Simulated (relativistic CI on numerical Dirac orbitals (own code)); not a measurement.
**3d ions of charge 4+: ground levels and radial parameters**

Each member is run with a single configuration, to see the trend of ground level, magnetic moment, spin-orbit coupling and shell size.

Method: Dirac-Coulomb-Breit CI, KLI orbitals optimised for each configuration, model QED (radiative potential, 1s self-energy scaled to tabulated hydrogen-like ionisation energies). Code: relativistic CI on numerical Dirac orbitals (own code) version 3.

## (1) What is computed

```
members      : V⁴⁺ [Ar] 3d, Cr⁴⁺ [Ar] 3d2, Mn⁴⁺ [Ar] 3d3, Fe⁴⁺ [Ar] 3d4, Co⁴⁺ [Ar] 3d5, Ni⁴⁺ [Ar] 3d6, Cu⁴⁺ [Ar] 3d7, Zn⁴⁺ [Ar] 3d8
Slater scale : 1
```

## (2) V⁴⁺, [Ar] 3d

Settings, as recorded:

```ini
atom V  Z=23  charge=4  electrons=19
nucleus A=51  rms_radius_fm=3.6002
hamiltonian dirac-coulomb  breit=on  qed=on  c_scale=1
orbitals kli  potential=per-configuration
slater_scale 1
correlation none
mixing on
configurations
  [Ar] 3d
end
```

Command:

```sh
$ python run_levels.py task.json out
```

task.json lists these runs, among others, and the program works through them in turn.

Results of the run (chosen fields of its result record, rounded):

```text
status: converged
levels [i, E_cm, J2, conf, term, w_term, jj, w_jj, g, tau_s]:
  - [0, 0, 3, "3d", "2D", 1, "3d3/2", 1, 0.7992, "-"]
  - [1, 590.18517, 5, "3d", "2D", 1, "3d5/2", 1, 1.2, 451]
lines, the strongest and those to the lowest levels [upper, lower, type, S_au, A_per_s, branching]:
  - [1, 0, "M1", 2.399, 0.002217, 1]
n_levels_all: 2
total_energy [Ha]: -944.3204894
configurations [conf, odd, states, E_av_cm, breit_Ha, qed_Ha, corr_Ha]:
  - ["3d", 0, 10, 354.111, 0.3086, 0.2049, "-"]
radial 3d [Ha, bohr]: {"<r^-3>(3d)": 3.7224, "<r^1>(3d)": 1.0778, "<r^2>(3d)": 1.4089, "<r^4>(3d)": 3.8778, "zeta(3d)": 0.0010704}
```

Run time: 0.066 s. Hardware: 1 thread, shared host.

## (3) Cr⁴⁺, [Ar] 3d2

Settings, as recorded:

```ini
atom Cr  Z=24  charge=4  electrons=20
nucleus A=52  rms_radius_fm=3.6452
hamiltonian dirac-coulomb  breit=on  qed=on  c_scale=1
orbitals kli  potential=per-configuration
slater_scale 1
correlation none
mixing on
configurations
  [Ar] 3d2
end
```

Main fields:

```text
status: converged
levels [i, E_cm, J2, conf, term, w_term, jj, w_jj, g, tau_s]:
  - [0, 0, 4, "3d2", "3F", 0.9991, "3d3/2^2", 0.698, 0.6658, "-"]
  - [1, 482.46377, 6, "3d2", "3F", 1, "3d3/2 3d5/2", 1, 1.083, 347]
  - [2, 1091.8572, 8, "3d2", "3F", 0.9998, "3d5/2^2", 0.7892, 1.25, 218.5]
  - [3, 16326.353, 4, "3d2", "1D", 0.9801, "3d5/2^2", 0.362, 1.009, 4.986]
  - [4, 19178.658, 0, "3d2", "3P", 0.9997, "3d3/2^2", 0.6174, "-", 4.749]
  - [5, 19347.47, 2, "3d2", "3P", 1, "3d3/2 3d5/2", 1, 1.501, 4.665]
  - [6, 19677.689, 4, "3d2", "3P", 0.981, "3d5/2^2", 0.5766, 1.491, 4.603]
  - [7, 25116.348, 8, "3d2", "1G", 0.9998, "3d3/2 3d5/2", 0.7892, 0.9997, 7.227]
  - [8, 61380.017, 0, "3d2", "1S", 0.9997, "3d5/2^2", 0.6174, "-", 0.0258]
lines, the strongest and those to the lowest levels [upper, lower, type, S_au, A_per_s, branching]:
  - [3, 0, "M1", 0.00299, 0.0702, 0.35]
  - [3, 1, "M1", 0.006003, 0.1288, 0.6423]
  - [5, 0, "E2", 0.7237, 0.07324, 0.3417]
  - [5, 1, "E2", 1.448, 0.1292, 0.6026]
  - [6, 2, "E2", 2.741, 0.1362, 0.6267]
n_levels_all: 9
total_energy [Ha]: -1045.5740053
configurations [conf, odd, states, E_av_cm, breit_Ha, qed_Ha, corr_Ha]:
  - ["3d2", 0, 45, 12397.2, 0.3566, 0.2374, "-"]
radial 3d2 [Ha, bohr]: {"<r^-3>(3d)": 4.4911, "<r^1>(3d)": 1.0173, "<r^2>(3d)": 1.26, "<r^4>(3d)": 3.1486, "F2(3d,3d)": 0.43073, "F4(3d,3d)": 0.27128, "zeta(3d)": 0.0014178}
```

It took 0.072 s on 1 thread, shared host.

## (4) Mn⁴⁺, [Ar] 3d3

Settings, as recorded:

```ini
atom Mn  Z=25  charge=4  electrons=21
nucleus A=55  rms_radius_fm=3.7057
hamiltonian dirac-coulomb  breit=on  qed=on  c_scale=1
orbitals kli  potential=per-configuration
slater_scale 1
correlation none
mixing on
configurations
  [Ar] 3d3
end
```

Main fields:

```text
status: converged
levels [i, E_cm, J2, conf, term, w_term, jj, w_jj, g, tau_s]:
  - [0, 0, 3, "3d3", "4F", 0.9992, "3d3/2^2 3d5/2", 0.3588, 0.3986, "-"]
  - [1, 341.04035, 5, "3d3", "4F", 0.9996, "3d3/2^2 3d5/2", 0.7574, 1.028, 584.7]
  - [2, 800.06397, 7, "3d3", "4F", 0.9997, "3d3/2 3d5/2^2", 0.7864, 1.238, 238.7]
  - [3, 1362.3949, 9, "3d3", "4F", 0.9989, "3d3/2 3d5/2^2", 0.4573, 1.333, 208.7]
  - [4, 20274.21, 1, "3d3", "4P", 0.9949, "3d3/2^2 3d5/2", 0.6038, 2.66, 4.582]
  - [5, 20437.887, 3, "3d3", "4P", 0.9872, "3d3/2^2 3d5/2", 0.4422, 1.729, 4.862]
  - [6, 20685.895, 7, "3d3", "2G", 0.9995, "3d3/2^2 3d5/2", 0.5005, 0.8884, 4.484]
  - [7, 20871.1, 5, "3d3", "4P", 0.999, "3d3/2 3d5/2^2", 0.6242, 1.6, 5.056]
  - [8, 21168.547, 9, "3d3", "2G", 0.9871, "3d3/2^2 3d5/2", 0.4787, 1.109, 2.597]
  - [9, 27402.291, 9, "3d3", "2H", 0.9881, "3d3/2 3d5/2^2", 0.4354, 0.9109, 8.078]
  - "... 6 more rows left out ..."
lines, the strongest and those to the lowest levels [upper, lower, type, S_au, A_per_s, branching]:
  - [4, 0, "E2", 0.7064, 0.1355, 0.6208]
  - [5, 1, "E2", 0.8558, 0.07855, 0.3819]
  - [5, 2, "E2", 1.2, 0.09815, 0.4772]
  - [6, 1, "M1", 0.003597, 0.1021, 0.458]
  - [6, 2, "M1", 0.004319, 0.1145, 0.5135]
n_levels_all: 19
total_energy [Ha]: -1153.0665711
configurations [conf, odd, states, E_av_cm, breit_Ha, qed_Ha, corr_Ha]:
  - ["3d3", 0, 120, 26064.4, 0.4096, 0.2734, "-"]
radial 3d3 [Ha, bohr]: {"<r^-3>(3d)": 5.353, "<r^1>(3d)": 0.96385, "<r^2>(3d)": 1.1353, "<r^4>(3d)": 2.5932, "F2(3d,3d)": 0.45377, "F4(3d,3d)": 0.28549, "zeta(3d)": 0.0018373}
```

Run time: 0.074 s. Hardware: 1 thread, shared host.

## (5) Fe⁴⁺, [Ar] 3d4

Settings, as recorded:

```ini
atom Fe  Z=26  charge=4  electrons=22
nucleus A=56  rms_radius_fm=3.7377
hamiltonian dirac-coulomb  breit=on  qed=on  c_scale=1
orbitals kli  potential=per-configuration
slater_scale 1
correlation none
mixing on
configurations
  [Ar] 3d4
end
```

Main fields:

```text
status: converged
levels [i, E_cm, J2, conf, term, w_term, jj, w_jj, g, tau_s]:
  - [0, 0, 0, "3d4", "5D", 0.9983, "3d3/2^2 3d5/2^2", 0.6732, "-", "-"]
  - [1, 136.77226, 2, "3d4", "5D", 0.9987, "3d3/2^3 3d5/2", 0.5148, 1.501, 7258]
  - [2, 400.65178, 4, "3d4", "5D", 0.9993, "3d3/2^2 3d5/2^2", 0.6665, 1.501, 962.2]
  - [3, 776.5386, 6, "3d4", "5D", 0.9995, "3d3/2 3d5/2^3", 0.4586, 1.5, 407.7]
  - [4, 1247.7105, 8, "3d4", "5D", 0.9989, "3d3/2 3d5/2^3", 0.4547, 1.5, 354.7]
  - [5, 26767.153, 8, "3d4", "3H", 0.99, "3d3/2^2 3d5/2^2", 0.4175, 0.8016, "-"]
  - [6, 27026.125, 10, "3d4", "3H", 0.9929, "3d3/2^2 3d5/2^2", 0.7188, 1.034, "-"]
  - [7, 27299.254, 12, "3d4", "3H", 0.9975, "3d3/2 3d5/2^3", 0.5509, 1.166, "-"]
  - [8, 28771.351, 0, "3d4", "3P", 0.9935, "3d3/2^4", 0.5962, "-", 0.5861]
  - [9, 29622.275, 2, "3d4", "3P", 0.9979, "3d3/2^3 3d5/2", 0.4523, 1.5, 0.6848]
  - "... 6 more rows left out ..."
lines, the strongest and those to the lowest levels [upper, lower, type, S_au, A_per_s, branching]:
  - [2, 1, "M1", 10.48, 0.001039, 1]
  - [3, 2, "M1", 11.99, 0.002453, 1]
  - [8, 1, "M1", 0.002693, 1.706, 0.9996]
  - [9, 0, "M1", 0.0006511, 0.1522, 0.1042]
  - [9, 2, "M1", 0.005778, 1.296, 0.8878]
n_levels_all: 34
total_energy [Ha]: -1266.949235
configurations [conf, odd, states, E_av_cm, breit_Ha, qed_Ha, corr_Ha]:
  - ["3d4", 0, 210, 41313, 0.4678, 0.3129, "-"]
radial 3d4 [Ha, bohr]: {"<r^-3>(3d)": 6.3135, "<r^1>(3d)": 0.91621, "<r^2>(3d)": 1.0295, "<r^4>(3d)": 2.1619, "F2(3d,3d)": 0.47656, "F4(3d,3d)": 0.29954, "zeta(3d)": 0.002338}
```

Run time: 0.077 s. Hardware: 1 thread, shared host.

## (6) Co⁴⁺, [Ar] 3d5

Settings, as recorded:

```ini
atom Co  Z=27  charge=4  electrons=23
nucleus A=59  rms_radius_fm=3.7875
hamiltonian dirac-coulomb  breit=on  qed=on  c_scale=1
orbitals kli  potential=per-configuration
slater_scale 1
correlation none
mixing on
configurations
  [Ar] 3d5
end
```

Main fields:

```text
status: converged
levels [i, E_cm, J2, conf, term, w_term, jj, w_jj, g, tau_s]:
  - [0, 0, 5, "3d5", "6S", 0.9991, "3d3/2^2 3d5/2^3", 0.4293, 2.001, "-"]
  - [1, 41706.02, 11, "3d5", "4G", 0.9987, "3d3/2^2 3d5/2^3", 0.5166, 1.273, "-"]
  - [2, 41772.634, 9, "3d5", "4G", 0.9992, "3d3/2^2 3d5/2^3", 0.6653, 1.172, 9.566e+04]
  - [3, 41788.516, 5, "3d5", "4G", 0.9967, "3d3/2^2 3d5/2^3", 0.3993, 0.5711, "-"]
  - [4, 41793.286, 7, "3d5", "4G", 0.9982, "3d3/2^2 3d5/2^3", 0.4382, 0.9839, 1.726e+06]
  - [5, 48119.424, 5, "3d5", "4P", 0.93, "3d5/2", 0.2942, 1.584, 0.2795]
  - [6, 48244.219, 3, "3d5", "4P", 0.9481, "3d3/2^2 3d5/2^3", 0.5114, 1.706, 0.4276]
  - [7, 48376.042, 1, "3d5", "4P", 0.9822, "3d3/2^2 3d5/2^3", 0.5344, 2.623, "-"]
  - [8, 51981.794, 7, "3d5", "4D", 0.9963, "3d3/2^2 3d5/2^3", 0.5476, 1.428, 10.5]
  - [9, 52166.376, 1, "3d5", "4D", 0.9827, "3d3/2^2 3d5/2^3", 0.7985, 0.04335, 4.681]
  - "... 6 more rows left out ..."
lines, the strongest and those to the lowest levels [upper, lower, type, S_au, A_per_s, branching]:
  - [2, 1, "M1", 13.07, 1.042e-05, 0.997]
  - [5, 0, "M1", 0.007141, 3.577, 0.9998]
  - [6, 0, "M1", 0.003088, 2.338, 0.9998]
  - [7, 0, "E2", 6.754e-06, 0.0001002, "-"]
  - [8, 0, "E2", 0.0006363, 0.003381, 0.03548]
n_levels_all: 37
total_energy [Ha]: -1387.4312504
configurations [conf, odd, states, E_av_cm, breit_Ha, qed_Ha, corr_Ha]:
  - ["3d5", 0, 252, 70745.9, 0.5318, 0.3563, "-"]
radial 3d5 [Ha, bohr]: {"<r^-3>(3d)": 7.3778, "<r^1>(3d)": 0.87344, "<r^2>(3d)": 0.93877, "<r^4>(3d)": 1.8216, "F2(3d,3d)": 0.49915, "F4(3d,3d)": 0.31346, "zeta(3d)": 0.0029291}
```

Run time: 0.075 s. Hardware: 1 thread, shared host.

## (7) Ni⁴⁺, [Ar] 3d6

Settings, as recorded:

```ini
atom Ni  Z=28  charge=4  electrons=24
nucleus A=58  rms_radius_fm=3.7757
hamiltonian dirac-coulomb  breit=on  qed=on  c_scale=1
orbitals kli  potential=per-configuration
slater_scale 1
correlation none
mixing on
configurations
  [Ar] 3d6
end
```

Main fields:

```text
status: converged
levels [i, E_cm, J2, conf, term, w_term, jj, w_jj, g, tau_s]:
  - [0, 0, 8, "3d6", "5D", 0.998, "3d3/2^3 3d5/2^3", 0.4723, 1.5, "-"]
  - [1, 867.12855, 6, "3d6", "5D", 0.999, "3d3/2^3 3d5/2^3", 0.5093, 1.5, 44.28]
  - [2, 1464.1467, 4, "3d6", "5D", 0.9982, "3d3/2^2 3d5/2^4", 0.6445, 1.5, 72.76]
  - [3, 1845.6188, 2, "3d6", "5D", 0.9974, "3d3/2 3d5/2^5", 0.4305, 1.5, 191.3]
  - [4, 2031.9245, 0, "3d6", "5D", 0.9969, "3d3/2^2 3d5/2^4", 0.6999, "-", 958.4]
  - [5, 29135.309, 12, "3d6", "3H", 0.9959, "3d3/2^3 3d5/2^3", 0.6619, 1.166, "-"]
  - [6, 29624.6, 10, "3d6", "3H", 0.9828, "3d3/2^2 3d5/2^4", 0.5105, 1.036, 320.2]
  - [7, 29975.765, 8, "3d6", "3H", 0.9723, "3d3/2^2 3d5/2^4", 0.3614, 0.8065, 53.9]
  - [8, 31977.54, 4, "3d6", "3P", 0.9945, "3d5/2^2", 0.3538, 1.499, 0.3474]
  - [9, 33484.016, 8, "3d6", "3F", 0.921, "3d3/2^2 3d5/2^4", 0.4552, 1.232, 0.3416]
  - "... 6 more rows left out ..."
lines, the strongest and those to the lowest levels [upper, lower, type, S_au, A_per_s, branching]:
  - [1, 0, "M1", 8.988, 0.02258, 1]
  - [2, 1, "M1", 11.97, 0.01374, 1]
  - [7, 0, "M1", 0.0001825, 0.01473, 0.7939]
  - [8, 1, "M1", 0.01608, 2.611, 0.9072]
  - [9, 0, "M1", 0.0216, 2.43, 0.8301]
n_levels_all: 34
total_energy [Ha]: -1514.3504264
configurations [conf, odd, states, E_av_cm, breit_Ha, qed_Ha, corr_Ha]:
  - ["3d6", 0, 210, 45209.5, 0.6016, 0.4037, "-"]
radial 3d6 [Ha, bohr]: {"<r^-3>(3d)": 8.5514, "<r^1>(3d)": 0.83478, "<r^2>(3d)": 0.86027, "<r^4>(3d)": 1.5493, "F2(3d,3d)": 0.52155, "F4(3d,3d)": 0.32726, "zeta(3d)": 0.0036206}
```

It took 0.079 s on 1 thread, shared host.

## (8) Cu⁴⁺, [Ar] 3d7

Settings, as recorded:

```ini
atom Cu  Z=29  charge=4  electrons=25
nucleus A=63  rms_radius_fm=3.8823
hamiltonian dirac-coulomb  breit=on  qed=on  c_scale=1
orbitals kli  potential=per-configuration
slater_scale 1
correlation none
mixing on
configurations
  [Ar] 3d7
end
```

Main fields:

```text
status: converged
levels [i, E_cm, J2, conf, term, w_term, jj, w_jj, g, tau_s]:
  - [0, 0, 9, "3d7", "4F", 0.9963, "3d5/2^3", 0.536, 1.333, "-"]
  - [1, 1577.7064, 7, "3d7", "4F", 0.999, "3d3/2^3 3d5/2^4", 0.823, 1.238, 7.572]
  - [2, 2710.9545, 5, "3d7", "4F", 0.9982, "3d3/2^2 3d5/2^5", 0.7056, 1.028, 11.92]
  - [3, 3478.8693, 3, "3d7", "4F", 0.9965, "3d3/2^2 3d5/2^5", 0.3556, 0.3996, 34.23]
  - [4, 24935.725, 5, "3d7", "4P", 0.9954, "3d3/2^3 3d5/2^4", 0.5972, 1.599, 3.286]
  - [5, 24956.36, 9, "3d7", "2G", 0.9691, "3d5/2^3", 0.4282, 1.106, 0.4108]
  - [6, 25327.044, 3, "3d7", "4P", 0.945, "3d3/2^3 3d5/2^4", 0.4225, 1.712, 4.781]
  - [7, 26064.682, 1, "3d7", "4P", 0.9794, "3d3/2^3 3d5/2^4", 0.6098, 2.628, 4.617]
  - [8, 26450.766, 7, "3d7", "2G", 0.9982, "3d3/2^3 3d5/2^4", 0.5058, 0.8886, 0.7473]
  - [9, 33013.716, 3, "3d7", "2P", 0.7885, "3d5/2^3", 0.5227, 1.266, 0.4136]
  - "... 6 more rows left out ..."
lines, the strongest and those to the lowest levels [upper, lower, type, S_au, A_per_s, branching]:
  - [1, 0, "M1", 9.974, 0.1321, 1]
  - [2, 1, "M1", 12.82, 0.08386, 1]
  - [4, 0, "E2", 1.222, 0.2199, 0.7228]
  - [5, 0, "M1", 0.04448, 1.865, 0.7662]
  - [5, 1, "M1", 0.0165, 0.5688, 0.2337]
n_levels_all: 19
total_energy [Ha]: -1648.165678
configurations [conf, odd, states, E_av_cm, breit_Ha, qed_Ha, corr_Ha]:
  - ["3d7", 0, 120, 31852.1, 0.6778, 0.4553, "-"]
radial 3d7 [Ha, bohr]: {"<r^-3>(3d)": 9.8394, "<r^1>(3d)": 0.79964, "<r^2>(3d)": 0.79181, "<r^4>(3d)": 1.3287, "F2(3d,3d)": 0.5438, "F4(3d,3d)": 0.34096, "zeta(3d)": 0.004423}
```

Run time: 0.073 s. Hardware: 1 thread, shared host.

## (9) Zn⁴⁺, [Ar] 3d8

Settings, as recorded:

```ini
atom Zn  Z=30  charge=4  electrons=26
nucleus A=64  rms_radius_fm=3.9283
hamiltonian dirac-coulomb  breit=on  qed=on  c_scale=1
orbitals kli  potential=per-configuration
slater_scale 1
correlation none
mixing on
configurations
  [Ar] 3d8
end
```

Main fields:

```text
status: converged
levels [i, E_cm, J2, conf, term, w_term, jj, w_jj, g, tau_s]:
  - [0, 0, 8, "3d8", "3F", 0.9988, "3d5/2^4", 0.8266, 1.25, "-"]
  - [1, 2417.9508, 6, "3d8", "3F", 1, "3d3/2^3 3d5/2^5", 1, 1.083, 2.724]
  - [2, 4008.425, 4, "3d8", "3F", 0.9904, "3d3/2^2 3d5/2^6", 0.5863, 0.6685, 6.981]
  - [3, 21958.61, 4, "3d8", "1D", 0.8452, "3d5/2^4", 0.753, 1.07, 0.3002]
  - [4, 26740.883, 4, "3d8", "3P", 0.8538, "3d3/2^3 3d5/2^5", 0.6844, 1.427, 0.7122]
  - [5, 27333.092, 2, "3d8", "3P", 1, "3d3/2^3 3d5/2^5", 1, 1.5, 1.308]
  - [6, 27766.132, 0, "3d8", "3P", 0.997, "3d3/2^2 3d5/2^6", 0.546, "-", 4.663]
  - [7, 33982.809, 8, "3d8", "1G", 0.9988, "3d3/2^3 3d5/2^5", 0.8266, 0.9996, 0.4393]
  - [8, 81720.485, 0, "3d8", "1S", 0.997, "3d5/2^4", 0.546, "-", 0.01322]
lines, the strongest and those to the lowest levels [upper, lower, type, S_au, A_per_s, branching]:
  - [1, 0, "M1", 6.738, 0.3671, 1]
  - [3, 1, "M1", 0.05784, 2.328, 0.6988]
  - [3, 2, "M1", 0.03149, 0.9827, 0.295]
  - [4, 0, "E2", 0.7869, 0.241, 0.1717]
  - [4, 1, "M1", 0.00612, 0.4751, 0.3384]
n_levels_all: 9
total_energy [Ha]: -1788.9708572
configurations [conf, odd, states, E_av_cm, breit_Ha, qed_Ha, corr_Ha]:
  - ["3d8", 0, 45, 17284.4, 0.7607, 0.5114, "-"]
radial 3d8 [Ha, bohr]: {"<r^-3>(3d)": 11.247, "<r^1>(3d)": 0.76753, "<r^2>(3d)": 0.73167, "<r^4>(3d)": 1.148, "F2(3d,3d)": 0.56591, "F4(3d,3d)": 0.35458, "zeta(3d)": 0.0053472}
```

Wall time 0.073 s (1 thread, shared host).

## (10) The trend

```
 ion  open shell  lowest level  LS (%)      g  moment (μB)  ζ (cm⁻¹)  F² (cm⁻¹)  <r> (bohr)
 V⁴⁺          3d         2D3/2     100  0.799         1.55     234.9          -        1.08
Cr⁴⁺          3d           3F2     100  0.666         1.63     311.2      94535        1.02
Mn⁴⁺          3d         4F3/2     100  0.399         0.77     403.3      99591       0.964
Fe⁴⁺          3d           5D0     100      -         0.00     513.1     104593       0.916
Co⁴⁺          3d         6S5/2     100  2.001         5.92     642.9     109550       0.873
Ni⁴⁺          3d           5D4     100  1.500         6.71     794.6     114467       0.835
Cu⁴⁺          3d         4F9/2     100  1.333         6.63     970.7     119350       0.800
Zn⁴⁺          3d           3F4     100  1.250         5.59      1174     124203       0.768
```

ζ, F² and <r> are unscaled and averaged over j; the moment is g√(J(J+1)) of the lowest level.

## (11) What came out

| quantity | value |
| --- | --- |
| lowest levels | V⁴⁺ 2D3/2, Cr⁴⁺ 3F2, Mn⁴⁺ 4F3/2, Fe⁴⁺ 5D0, Co⁴⁺ 6S5/2, Ni⁴⁺ 5D4, Cu⁴⁺ 4F9/2, Zn⁴⁺ 3F4 |
| largest moment | 6.71 μB (Ni⁴⁺) |
| ζ, first and last | 3d 235, 3d 1170 cm⁻¹ |
| <r>, first and last | 3d 1.08, 3d 0.768 bohr |

What this shows: The 3d shell contracts steadily, by 29 % from first to last, as the added nuclear charge is poorly screened. Spin-orbit coupling grows 5.0-fold. The largest moment belongs to Ni⁴⁺. All lowest levels keep an LS purity of 70 % or more. With one configuration at low charge and no scaling, term splittings come out 10 to 25 % too wide.
